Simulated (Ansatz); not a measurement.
# BGeH6N: the cost of one run

Program: the Python package of Ansatz 0.2.0. Level of theory: MP2/def2-SVP. These are calculated values, not measurements.

## Step 1: Starting point

Bond lengths: B1–N2 1.508 Å, N2–Ge3 1.840 Å, B1–H4 1.135 Å, B1–H5 1.215 Å, N2–H6 1.062 Å, Ge3–H7 1.596 Å, Ge3–H8 1.510 Å, Ge3–H9 1.611 Å. Angles: B1–N2–Ge3 104.4°, B1–N2–H6 107.6°, Ge3–N2–H6 107.7°, N2–B1–H4 122.8°, N2–B1–H5 120.2°, H4–B1–H5 116.4°, N2–Ge3–H7 110.4°, N2–Ge3–H8 112.3°, N2–Ge3–H9 109.3°, H7–Ge3–H8 108.1°, H7–Ge3–H9 106.6°, H8–Ge3–H9 110.0°.

No structure file is read: the coordinates are typed or built in the script.

## Step 2: The script

The input, bgeh6n.py:

```python
'''Potential curve of BGeH6N along one bond.'''

import ansatz
import numpy as np


def main() -> None:
    geometry_ang = [
        ('B', (-0.7064, 0.5335, -1.177)),
        ('N', (-0.6467, 0.6336, 0.3269)),
        ('Ge', (0.5108, -0.7058, 0.8305)),
        ('H', (-1.1665, -0.3527, -1.716)),
        ('H', (-0.3993, 1.4861, -1.8663)),
        ('H', (-0.1924, 1.5626, 0.57)),
        ('H', (1.9412, -0.4855, 0.158)),
        ('H', (0.0111, -2.0735, 0.4326)),
        ('H', (0.7368, -0.6445, 2.4242)),
    ]
    system = ansatz.Crystal.molecule()
    for symbol, xyz in geometry_ang:
        system = system.atom(symbol, xyz)

    symbols = [site.symbol for site in system.cartesian_sites]
    start = np.array([site.position_ang for site in system.cartesian_sites])
    axis = (start[4] - start[0]) / np.linalg.norm(start[4] - start[0])
    moving = [4]
    lengths, energies = [1.03, 1.12, 1.22, 1.34, 1.52, 1.82, 2.19, 2.67], []
    for length in lengths:
        xyz = start.copy()
        xyz[moving] += (length - np.linalg.norm(start[4] - start[0])) * axis
        point = ansatz.Crystal.molecule()
        for symbol, place in zip(symbols, xyz):
            point = point.atom(symbol, place.tolist())
        setup = (
            point.calculation()
            .basis(gaussian='def2-SVP')
            .correlation('MP2')  # correlation on top of the mean field
        )
        summary = setup.run(threads=1).report
        energies.append(summary['free_energy_ev'])
        print(f'r = {length:6.3f} A  E = {energies[-1]:.5f} eV  <S^2> = {abs(summary["mean_field"]["state"]["spin_squared"]):.3f}')

    print('energy above the lowest point (eV):', [round(e - min(energies), 3) for e in energies])


if __name__ == '__main__':
    main()
```

## Step 3: The run

Run with:

```
python bgeh6n.py
```

What time and memory should one allow on 1 thread of Arm Neoverse V1, shared host?

About 13 s, with a peak of 0.25 GiB.
